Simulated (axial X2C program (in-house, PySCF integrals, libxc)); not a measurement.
# A two-component session on LaK⁺: EOM-IP-CCSD levels

Wanted for LaK⁺: EOM-IP-CCSD levels, at the two-component level.

Method: two-component X2C with atomic mean-field terms, La dyall-cv3z, K dyall-cv3z; program: an in-house X2C program for linear molecules on PySCF integrals.

All values are calculated.

## (1) Set-up

The input, task.json:

```json
{
 "zs": [
  57,
  19
 ],
 "q": 1,
 "bas": [
  "dyall-cv3z",
  "dyall-cv3z"
 ],
 "r0": 3.76,
 "eom": "ip",
 "rq": 0,
 "thr": -2.0,
 "nmax": 95,
 "grid": [
  1,
  0.96,
  1.045,
  0.92,
  1.09,
  1.15
 ]
}
```

Keys: zs atomic numbers; q charge; bas basis sets; r0 starting distance in Å; eom kind of EOM run; thr threshold in hartree for freezing inner shells (an s shell follows its p shell); nmax most natural virtual spinors; grid distances as factors.

Launch:

```console
$ python soeom.py task.json out
```

Further steps of the session: EOM-IP-CCSD at 3.669 Å.

What does the calculation give? Wanted: next root led by one particle; T1 of the reference.

As calculated:

| quantity | value |
| --- | --- |
| lowest root at 3.669 Å | Ω = 1/2, 4.303 eV |
| next root led by one particle | Ω = 1/2, about 2960 cm⁻¹ higher |
| T1 of the reference | 0.023 |

Removing an electron from the reference determinant of LaK costs 4.30 eV and empties a spinor of 51% La dπ, 34% La dσ. The closed-shell reference lies 0.46 eV above the lowest determinant found, so these energies count from an excited configuration. Errors of 0.1 to 0.3 eV are usual at this size, and roots led by higher excitations are left out, so the list is incomplete, and low states of that kind can be missing.
